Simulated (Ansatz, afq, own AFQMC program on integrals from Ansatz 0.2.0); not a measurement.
# BGeH4 (doublet): quantum Monte Carlo beside coupled cluster at distance Ge1–B2 = 4.306 Å, 6-31G

Aim: compute BGeH4 (doublet) with auxiliary-field quantum Monte Carlo on the same integrals as coupled cluster, and set the energies side by side.

Computed with Ansatz 0.2.0, Gaussian basis, and an in-house AFQMC program (afq) on its integrals; all values are calculated. Level: 6-31G, frozen cores.

To be run: PBE (unrestricted); r2SCAN (unrestricted); PBE0 (unrestricted); B3LYP (unrestricted); wB97M-V (unrestricted); B2PLYP (unrestricted); CCSD(T) on UHF; CCSDT(Q) on UHF; Phaseless AFQMC, CISD trial on UHF; Phaseless AFQMC, single-determinant trial on UHF.

1 further run of the same task is left out (it didn't finish).

## (1) What is computed

The geometry derives from a PBE0/def2-TZVP stationary point (not a proven minimum). One bond is set to the value named and the two fragments are kept rigid. No spin-orbit coupling is included. The filled d shell of Ge may be among the frozen orbitals whatever the setting's name suggests; the logs give the count.

6 atoms, charge 0, spin multiplicity 2.

Atoms are counted from 1 here; the program's logs count them from 0.

Bond lengths: Ge1–H3 1.536 Å, Ge1–H4 1.536 Å, B2–H5 1.193 Å, B2–H6 1.193 Å. Angles: H3–Ge1–H4 109.7°, H5–B2–H6 121.9°.

Geometry (Å):

```xyz
6

Ge    0.0000    0.0000    0.6243
B     0.0000    0.0000   -3.6817
H     0.0000    1.2553    1.5090
H     0.0000   -1.2553    1.5090
H     0.0000    1.0424   -4.2611
H     0.0000   -1.0424   -4.2611
```

## (2) PBE (unrestricted)

in.yaml

```yaml
crystal:
  periodic: [false, false, false]
  atoms:
    - {symbol: Ge, position_ang: [0.000000, 0.000000, 0.624320]}
    - {symbol: B, position_ang: [0.000000, 0.000000, -3.681680]}
    - {symbol: H, position_ang: [0.000000, 1.255258, 1.508967]}
    - {symbol: H, position_ang: [0.000000, -1.255258, 1.508967]}
    - {symbol: H, position_ang: [0.000000, 1.042369, -4.261089]}
    - {symbol: H, position_ang: [0.000000, -1.042369, -4.261089]}
basis:
  gaussian: {orbitals: 6-31G}
magnetization: {spin_polarized: true, initial_magnetization: 1}
hamiltonian: {xc: {name: PBE}}
output: {orbitals: {seedname: orbitals}}
```

Started as:

```console
> ansatz run in.yaml --threads 1 --pin off --events-out ev --progress --plain --max-ram 1382MiB
```

Standard output:

```text
Functional definition: PBE
  name "PBE"
  cite "Perdew, Burke & Ernzerhof, Phys. Rev. Lett. 77, 3865 (1996) doi:10.1103/PhysRevLett.77.3865"
  parent pbe
  parameter kappa = 0.804
  parameter beta = 0.06672455060314922
  exchange = pbe_x(kappa = kappa, mu = beta*pi^2/3)
  correlation = pbe_c(beta = beta)
504 factors; integrals over basis functions are off by at most 5.7e-4 eV
mean field evaluation 1: about -57233.2812 eV, gradient 1.1e1 eV
mean field evaluation 2: about -57228.2619 eV, gradient 1.7e1 eV
mean field evaluation 4: about -57232.5817 eV, gradient 9.3e0 eV
mean field evaluation 8: about -57233.9952 eV, gradient 8.1e-5 eV
mean field evaluation 16: about -57234.0009 eV, gradient 5.2e-3 eV
mean field evaluation 32: about -57232.8599 eV, gradient 3.5e0 eV
mean field evaluation 64: about -57233.3568 eV, gradient 5.8e-1 eV
mean field -57234.00088621 eV, -2103.3107379691 hartree, gradient 8.8e-6 eV, S^2 0.865075; 13 other end points of the search recorded, 0 dependent functions left out
reference -57234.00092791 eV, -2103.3107395014 hartree; 21, 20 occupied and 25, 26 virtual orbitals, 504 factors
Total energy: -57234.00092791 eV, -2103.3107395014 hartree
```

Wall time 4.6 s (1 thread of AMD EPYC 7R43 (Zen 3), shared host).

From the report: ⟨S²⟩ of the determinant 0.865 (pure doublet: 0.75).

## (3) r2SCAN (unrestricted)

Edit in.yaml of step 2 so:

```diff
@@ -12,3 +12,2 @@
 magnetization: {spin_polarized: true, initial_magnetization: 1}
-hamiltonian: {xc: {name: PBE}}
-output: {orbitals: {seedname: orbitals}}
+hamiltonian: {xc: {name: r2SCAN}}
```

Same command.

Standard output, shortened:

```text
Functional definition: r2SCAN
  name "r2SCAN"
  cite "Furness, Kaplan, Ning, Perdew & Sun, J. Phys. Chem. Lett. 11, 8208 (2020) doi:10.1021/acs.jpclett.0c02405"
  cite "Furness, Kaplan, Ning, Perdew & Sun, J. Phys. Chem. Lett. 11, 9248 (2020) doi:10.1021/acs.jpclett.0c03077"
  parent r2scan
[...]
504 factors; integrals over basis functions are off by at most 5.7e-4 eV
[...]
mean field -57243.04029861 eV, -2103.6429302478 hartree, gradient 3.7e-5 eV, S^2 1.060967; 9 other end points of the search recorded, 0 dependent functions left out
reference -57243.04031321 eV, -2103.6429307843 hartree; 21, 20 occupied and 25, 26 virtual orbitals, 504 factors
Total energy: -57243.04031321 eV, -2103.6429307843 hartree
```

It took 8.5 s on 1 thread of AMD EPYC 7R43 (Zen 3), shared host.

From the report: ⟨S²⟩ of the determinant 1.061 (pure doublet: 0.75).

## (4) PBE0 (unrestricted)

Edit in.yaml of step 3 so:

```diff
@@ -12,2 +12,3 @@
 magnetization: {spin_polarized: true, initial_magnetization: 1}
-hamiltonian: {xc: {name: r2SCAN}}
+hamiltonian: {xc: {name: PBE0}}
+output: {orbitals: {seedname: orbitals}}
```

Launched as before.

Standard output, shortened:

```text
Functional definition: PBE0
  name "PBE0"
  cite "Adamo & Barone, J. Chem. Phys. 110, 6158 (1999) doi:10.1063/1.478522"
  cite "Perdew, Burke & Ernzerhof, Phys. Rev. Lett. 77, 3865 (1996) doi:10.1103/PhysRevLett.77.3865"
  parent pbe
[...]
504 factors; integrals over basis functions are off by at most 5.7e-4 eV
[...]
mean field -57235.97834663 eV, -2103.3834082990 hartree, gradient 1.3e-5 eV, S^2 0.919395; 6 other end points of the search recorded, 0 dependent functions left out
reference -57235.97837839 eV, -2103.3834094661 hartree; 21, 20 occupied and 25, 26 virtual orbitals, 504 factors
Total energy: -57235.97837839 eV, -2103.3834094661 hartree
```

Wall time 3.2 s (1 thread of AMD EPYC 7R43 (Zen 3), shared host).

From the report: ⟨S²⟩ of the determinant 0.919 (pure doublet: 0.75).

## (5) B3LYP (unrestricted)

Edit in.yaml of step 4 so:

```diff
@@ -12,3 +12,2 @@
 magnetization: {spin_polarized: true, initial_magnetization: 1}
-hamiltonian: {xc: {name: PBE0}}
-output: {orbitals: {seedname: orbitals}}
+hamiltonian: {xc: {name: B3LYP}}
```

The command is unchanged.

Standard output, shortened:

```text
Functional definition: B3LYP
  name "B3LYP"
  cite "Stephens, Devlin, Chabalowski & Frisch, J. Phys. Chem. 98, 11623 (1994) doi:10.1021/j100096a001"
  cite "Becke, Phys. Rev. A 38, 3098 (1988) doi:10.1103/PhysRevA.38.3098"
  cite "Lee, Yang & Parr, Phys. Rev. B 37, 785 (1988) doi:10.1103/PhysRevB.37.785"
  cite "Vosko, Wilk & Nusair, Can. J. Phys. 58, 1200 (1980) doi:10.1139/p80-159"
[...]
504 factors; integrals over basis functions are off by at most 5.7e-4 eV
[...]
mean field -57245.99541930 eV, -2103.7515289298 hartree, gradient 9.6e-6 eV, S^2 0.762503; 6 other end points of the search recorded, 0 dependent functions left out
reference -57245.99568323 eV, -2103.7515386293 hartree; 21, 20 occupied and 25, 26 virtual orbitals, 504 factors
Total energy: -57245.99568323 eV, -2103.7515386293 hartree
```

Run time: 4.4 s. Hardware: 1 thread of AMD EPYC 7R43 (Zen 3), shared host.

From the report: ⟨S²⟩ of the determinant 0.763 (pure doublet: 0.75).

## (6) wB97M-V (unrestricted)

Edit in.yaml of step 5 so:

```diff
@@ -12,2 +12,3 @@
 magnetization: {spin_polarized: true, initial_magnetization: 1}
-hamiltonian: {xc: {name: B3LYP}}
+hamiltonian: {xc: {name: wB97M-V}}
+output: {orbitals: {seedname: orbitals}}
```

The command is unchanged.

Standard output, shortened:

```text
Functional definition: wB97M-V
  name "wB97M-V"
  cite "Mardirossian & Head-Gordon, J. Chem. Phys. 144, 214110 (2016) doi:10.1063/1.4952647"
  cite "Becke, J. Chem. Phys. 107, 8554 (1997) doi:10.1063/1.475007"
  cite "Vydrov & Van Voorhis, J. Chem. Phys. 133, 244103 (2010) doi:10.1063/1.3521275"
  # Of w^i u^j: cxij and so on, Table III.
[...]
  gx(w, u) = 1 - cx + cx01*u + cx10*w
  gss(w, u) = css00 + css04*u^4 + css10*w + css20*w^2 + css43*w^4*u^3
  gos(w, u) = cos00 + cos10*w + (cos20 + cos21*u)*w^2 + (cos60 + cos61*u)*w^6
[...]
      + integral(e_c_pw_mod_opposite_spin*gos(b97_w_opposite, b97_u_opposite)) + vv10(b, c)
504 factors; integrals over basis functions are off by at most 5.7e-4 eV
155 factors; integrals over basis functions are off by at most 1.7e-5 eV
[...]
mean field -57240.25133736 eV, -2103.5404378121 hartree, gradient 4.7e-6 eV, S^2 0.750694; 2 other end points of the search recorded, 0 dependent functions left out
reference -57240.25138255 eV, -2103.5404394729 hartree; 21, 20 occupied and 25, 26 virtual orbitals, 504 factors
Total energy: -57240.25138255 eV, -2103.5404394729 hartree
```

It took 8.5 s on 1 thread of AMD EPYC 7R43 (Zen 3), shared host.

From the report: ⟨S²⟩ of the determinant 0.751 (pure doublet: 0.75).

## (7) B2PLYP (unrestricted)

Edit in.yaml of step 6 so:

```diff
@@ -12,3 +12,3 @@
 magnetization: {spin_polarized: true, initial_magnetization: 1}
-hamiltonian: {xc: {name: wB97M-V}}
-output: {orbitals: {seedname: orbitals}}
+hamiltonian: {xc: {name: B2PLYP}}
+correlation: {electrons: outside_noble_gas}
```

Launched as before.

Standard output, shortened:

```text
Functional definition: B2PLYP
  name "B2PLYP"
  cite "Grimme, J. Chem. Phys. 124, 034108 (2006) doi:10.1063/1.2148954"
  cite "Becke, Phys. Rev. A 38, 3098 (1988) doi:10.1103/PhysRevA.38.3098"
  cite "Lee, Yang & Parr, Phys. Rev. B 37, 785 (1988) doi:10.1103/PhysRevB.37.785"
[...]
504 factors; integrals over basis functions are off by at most 5.7e-4 eV
[...]
mean field -57230.63832549 eV, -2103.1871661417 hartree, gradient 2.7e-6 eV, S^2 0.954730; 6 other end points of the search recorded, 0 dependent functions left out
15 core orbitals not correlated: weight in the atoms' cores, before any rotation towards them, 0.997 or more for the frozen orbitals, at most 0.002 for the correlated occupied ones
reference -57230.63849342 eV, -2103.1871723132 hartree; 6, 5 occupied and 25, 26 virtual orbitals, 504 factors
second order -2.80951197 eV of doubles, -0.00000000 eV of singles
Total energy: -57231.39706165 eV, -2103.2150491816 hartree
```

Wall time 3.9 s (1 thread of AMD EPYC 7R43 (Zen 3), shared host).

From the report: ⟨S²⟩ of the determinant 0.955 (pure doublet: 0.75).

## (8) CCSD(T) on UHF

Edit in.yaml of step 7 so:

```diff
@@ -12,3 +12,2 @@
 magnetization: {spin_polarized: true, initial_magnetization: 1}
-hamiltonian: {xc: {name: B2PLYP}}
-correlation: {electrons: outside_noble_gas}
+correlation: {method: ccsd_t, electrons: outside_noble_gas, hamiltonian_folder: ham}
```

Launched as before.

Standard output, shortened:

```text
Functional definition: HF
  name "HF"
  cite "Fock, Z. Phys. 61, 126 (1930) doi:10.1007/BF01340294"
  parent pbe
[...]
504 factors; integrals over basis functions are off by at most 5.7e-4 eV
[...]
mean field -57194.46513009 eV, -2101.8578257299 hartree, gradient 2.9e-6 eV, S^2 1.201639; 27 other end points of the search recorded, 0 dependent functions left out
determinant -57194.46513009 eV, -2101.8578257299 hartree, with singles and doubles -57197.47824070 eV, -2101.9685555025 hartree
determinant -57194.30225298 eV, -2101.8518401067 hartree, with singles and doubles -57197.15420842 eV, -2101.9566475359 hartree
determinant -57193.53567583 eV, -2101.8236689159 hartree, with singles and doubles -57196.81005312 eV, -2101.9440000618 hartree
determinant -57193.45836989 eV, -2101.8208279752 hartree, with singles and doubles -57196.74771680 eV, -2101.9417092444 hartree
[...]
determinant -57191.78714170 eV, -2101.7594114717 hartree, with singles and doubles -57196.53318841 eV, -2101.9338254714 hartree
determinant -57194.46513009 eV, -2101.8578257299 hartree, with singles and doubles -57197.52407806 eV, -2101.9702399945 hartree
determinant -57194.30225298 eV, -2101.8518401067 hartree, with singles and doubles -57197.15706895 eV, -2101.9567526583 hartree
determinant -57194.35280510 eV, -2101.8536978628 hartree, with singles and doubles -57197.52988461 eV, -2101.9704533813 hartree
15 core orbitals not correlated: weight in the atoms' cores, before any rotation towards them, 0.998 or more for the frozen orbitals, at most 0.001 for the correlated occupied ones
reference -57194.46513009 eV, -2101.8578257299 hartree; 6, 5 occupied and 25, 26 virtual orbitals, 504 factors
second order -2.13902313 eV of doubles, -0.00000000 eV of singles
cycle   1  -3.05894483 eV  change    3.2e-6 eV  update   4.6e-6
perturbative correction -0.03682377 eV, -0.0013532486 hartree
Total energy: -57197.56089868 eV, -2101.9715931273 hartree
```

Run time: 12 s. Hardware: 1 thread of AMD EPYC 7R43 (Zen 3), shared host.

From the report: ⟨S²⟩ of the determinant 1.202 (pure doublet: 0.75); correlation -3.0958 eV; T1 0.089; largest double amplitude 0.12.

This run also writes the integrals to the folder ham.

## (9) CCSDT(Q) on UHF

Edit in.yaml of step 8 so:

```diff
@@ -12,2 +12,2 @@
 magnetization: {spin_polarized: true, initial_magnetization: 1}
-correlation: {method: ccsd_t, electrons: outside_noble_gas, hamiltonian_folder: ham}
+correlation: {method: ccsdt_q, electrons: outside_noble_gas}
```

Launched as before.

Standard output, shortened:

```text
Functional definition: HF
  name "HF"
  cite "Fock, Z. Phys. 61, 126 (1930) doi:10.1007/BF01340294"
  parent pbe
[...]
840 factors; integrals over basis functions are off by at most 1.8e-7 eV
[...]
mean field -57194.46540144 eV, -2101.8578357017 hartree, gradient 1.3e-6 eV, S^2 1.201656; 24 other end points of the search recorded, 0 dependent functions left out
determinant -57194.46540144 eV, -2101.8578357017 hartree, with singles and doubles -57197.47855710 eV, -2101.9685671300 hartree
determinant -57194.30249619 eV, -2101.8518490444 hartree, with singles and doubles -57197.15445887 eV, -2101.9566567397 hartree
determinant -57193.53594928 eV, -2101.8236789650 hartree, with singles and doubles -57196.81034657 eV, -2101.9440108460 hartree
determinant -57193.45864156 eV, -2101.8208379587 hartree, with singles and doubles -57196.74802291 eV, -2101.9417204937 hartree
[...]
determinant -57194.46540144 eV, -2101.8578357017 hartree, with singles and doubles -57197.52440107 eV, -2101.9702518648 hartree
determinant -57194.30249619 eV, -2101.8518490444 hartree, with singles and doubles -57197.15731429 eV, -2101.9567616744 hartree
determinant -57194.35306465 eV, -2101.8537074010 hartree, with singles and doubles -57197.53020903 eV, -2101.9704653035 hartree
15 core orbitals not correlated: weight in the atoms' cores, before any rotation towards them, 0.998 or more for the frozen orbitals, at most 0.001 for the correlated occupied ones
reference -57194.46540144 eV, -2101.8578357017 hartree; 6, 5 occupied and 25, 26 virtual orbitals, 840 factors
second order -2.13909041 eV of doubles, -0.00000000 eV of singles
cycle   1  -2.68847010 eV  change   -5.5e-1 eV  update   6.4e-2
[...]
cycle  53  -3.11186692 eV  change    3.7e-7 eV  update   6.7e-7
perturbative correction -0.00160797 eV, -0.0000590917 hartree
Total energy: -57197.57887632 eV, -2101.9722537933 hartree
```

Run time: 28 s. Hardware: 1 thread of AMD EPYC 7R43 (Zen 3), shared host; peak memory 0.28 GiB.

From the report: ⟨S²⟩ of the determinant 1.202 (pure doublet: 0.75); correlation -3.1135 eV; T1 0.095; largest double amplitude 0.13.

## (10) Phaseless AFQMC, CISD trial on UHF

It reads the integrals that the CCSD(T) run on this determinant wrote.

Started as:

```console
> afq ham --method phaseless --trial cisd --walkers 60 --populations 1 --least-time 40 --time-step 0.005 --steps-per-block 50 --equilibration-blocks 40 --max-blocks 300 --target-error 0.0008 --factor-cut 1e-05 --start spin_pure --seed 4902 --release-times 0.24,0.51,0.99,1.62,2.4 --release-step 0.03 --release-every 4 --taylor-order 6
```

Standard output:

```text
orbitals 31  electrons 6 5  factors 227 of 504
reference energy -2101.85782573 Eh
CCSD correlation -0.11241451 Eh in 27 cycles, weight of the determinant in the CISD state 0.7568
energy of the start -2101.951688 Eh
 block  time / (1/Eh)  mean weight  energy / Eh
     1     0.250  1.0005  -2101.957416
     2     0.500  1.0004  -2101.962852
     3     0.750  1.0003  -2101.965380
     4     1.000  1.0004  -2101.967637
     5     1.250  1.0002  -2101.968411
     6     1.500  1.0013  -2101.969097
     7     1.750  1.0001  -2101.969199
     8     2.000  1.0004  -2101.970409
     9     2.250  1.0006  -2101.970036
    10     2.500  0.9981  -2101.970960
    11     2.750  1.0010  -2101.969670
    16     4.000  1.0004  -2101.972108
    21     5.250  0.9993  -2101.969967
    26     6.500  1.0005  -2101.971488
    31     7.750  1.0001  -2101.972150
    36     9.000  1.0001  -2101.973231
    41    10.250  0.9996  -2101.972673
    46    11.500  1.0008  -2101.970147
    51    12.750  1.0010  -2101.969801
    56    14.000  1.0006  -2101.971508
    61    15.250  0.9997  -2101.968825
    66    16.500  1.0010  -2101.969593
    71    17.750  0.9990  -2101.974914
    76    19.000  1.0010  -2101.971842
    81    20.250  0.9995  -2101.969989
    86    21.500  1.0004  -2101.970999
    91    22.750  1.0015  -2101.972463
    96    24.000  1.0001  -2101.972812
   101    25.250  1.0013  -2101.968011
   106    26.500  1.0006  -2101.972596
   111    27.750  1.0010  -2101.972501
   116    29.000  0.9992  -2101.971513
   121    30.250  1.0010  -2101.972405
   126    31.500  1.0007  -2101.970098
   131    32.750  1.0008  -2101.971553
   136    34.000  0.9998  -2101.971627
   141    35.250  1.0006  -2101.970788
   146    36.500  0.9973  -2101.974511
   151    37.750  0.9995  -2101.978493
   156    39.000  1.0002  -2101.973553
   161    40.250  0.9983  -2101.976213
   166    41.500  0.9990  -2101.971479
   171    42.750  1.0007  -2101.969919
   176    44.000  1.0009  -2101.975446
   181    45.250  1.0012  -2101.974312
   186    46.500  0.9997  -2101.971143
   191    47.750  0.9999  -2101.973897
   196    49.000  0.9997  -2101.970408
blocks merged  error / Eh  count
     1  0.000161  160
     2  0.000194  80
     4  0.000226  40
     8  0.000263  20
    16  0.000320  10
released: time / (1/Eh)  energy / Eh  error  mean overlap
  0.24  -2101.971671  0.000330  1.0133
  0.51  -2101.971784  0.000282  1.0183
  0.99  -2101.971185  0.000309  1.0449
  1.62  -2101.971607  0.000414  1.0509
  2.40  -2101.971956  0.000448  1.0653
energy -2101.972062 +/- 0.000263 Eh
```

Run time: 2.1 min. Hardware: 1 thread of AMD EPYC 7R43 (Zen 3), shared host.

Energy -57197.5737 ± 0.0072 eV. Caveats: constraint bias not in the error. The error still grows with block length (0.0061 to 0.0087 eV), so the bar may be too small.

## (11) Phaseless AFQMC, single-determinant trial on UHF

It reads the integrals that the CCSD(T) run on this determinant wrote.

Started as:

```console
> afq ham --method phaseless --trial hf --walkers 120 --populations 1 --least-time 40 --time-step 0.005 --steps-per-block 20 --equilibration-blocks 160 --max-blocks 600 --target-error 0.0024000000000000002 --factor-cut 1e-05 --start spin_pure --seed 8227 --taylor-order 6
```

Standard output:

```text
orbitals 31  electrons 6 5  factors 227 of 504
reference energy -2101.85782573 Eh
CCSD correlation -0.11241451 Eh in 27 cycles, weight of the determinant in the CISD state 0.7568
energy of the start -2101.859526 Eh
 block  time / (1/Eh)  mean weight  energy / Eh
     1     0.100  1.0001  -2101.877834
     2     0.200  0.9997  -2101.894192
     3     0.300  1.0017  -2101.905312
     4     0.400  0.9991  -2101.913373
     5     0.500  1.0011  -2101.922748
     6     0.600  0.9999  -2101.931574
     7     0.700  1.0000  -2101.931840
     8     0.800  1.0009  -2101.935631
     9     0.900  1.0009  -2101.941245
    10     1.000  1.0004  -2101.944680
    15     1.500  1.0009  -2101.953579
    29     2.900  1.0005  -2101.964526
    43     4.300  0.9990  -2101.962575
    57     5.700  1.0003  -2101.972111
    71     7.100  1.0006  -2101.965999
    85     8.500  1.0008  -2101.973364
    99     9.900  1.0006  -2101.971863
   113    11.300  0.9999  -2101.975477
   127    12.700  0.9985  -2101.964326
   141    14.100  1.0004  -2101.970979
   155    15.500  1.0007  -2101.969264
   169    16.900  0.9994  -2101.980581
   183    18.300  1.0003  -2101.959674
   197    19.700  1.0005  -2101.976364
   211    21.100  0.9995  -2101.976231
   225    22.500  0.9998  -2101.981073
   239    23.900  1.0016  -2101.975021
   253    25.300  1.0008  -2101.971487
   267    26.700  0.9993  -2101.958899
   281    28.100  1.0000  -2101.966368
   295    29.500  1.0003  -2101.980967
   309    30.900  1.0009  -2101.986731
   323    32.300  1.0008  -2101.973303
   337    33.700  0.9996  -2101.971261
   351    35.100  0.9990  -2101.977756
   365    36.500  1.0001  -2101.970654
   379    37.900  1.0009  -2101.977322
   393    39.300  1.0004  -2101.962810
   407    40.700  0.9995  -2101.978617
   421    42.100  1.0001  -2101.981189
   435    43.500  0.9995  -2101.973480
   449    44.900  1.0008  -2101.971254
   463    46.300  1.0015  -2101.968516
   477    47.700  0.9999  -2101.983736
   491    49.100  0.9995  -2101.970513
   505    50.500  0.9989  -2101.965778
   519    51.900  0.9993  -2101.972970
   533    53.300  0.9997  -2101.967274
   547    54.700  0.9995  -2101.962601
blocks merged  error / Eh  count
     1  0.000366  400
     2  0.000496  200
     4  0.000666  100
     8  0.000839  50
    16  0.001058  25
    32  0.001235  12
energy -2101.972938 +/- 0.001058 Eh
```

It took 1.8 min on 1 thread of AMD EPYC 7R43 (Zen 3), shared host.

Energy -57197.5975 ± 0.0288 eV. The run doesn't count as converged. Caveats: constraint bias not in the error; error not settled.

## (12) AFQMC on the ladder

On the UHF determinant, counted from CCSD(T) (a yardstick, not exact):

```tsv
level	energy (eV)	from CCSD(T) (kJ/mol)	statistical error (kJ/mol)	time
HF	-57194.4651	+298.7		
MP2	-57196.6042	+92.3		
CCSD	-57197.5241	+3.6		
CCSD(T)	-57197.5609	0.0		
Phaseless AFQMC, CISD trial, step 0.005, 60 walkers	-57197.5737	-1.2	0.7	2.1 min
```

The functionals' totals stand on their own zeros and serve differences with other points: PBE -57234.001 eV; r2SCAN -57243.040 eV; PBE0 -57235.978 eV; B3LYP -57245.996 eV; wB97M-V -57240.251 eV; B2PLYP -57231.397 eV.

## (13) Outcome

```
                                       quantity              value
Phaseless AFQMC, CISD trial on UHF from CCSD(T)  -1.2 ± 0.7 kJ/mol
```

What this shows: On UHF the phaseless walk with the CISD trial lies -1.2 kJ/mol from CCSD(T), within three error bars. Error bars are statistical and leave out the constraint, the time step and what remains of the start.
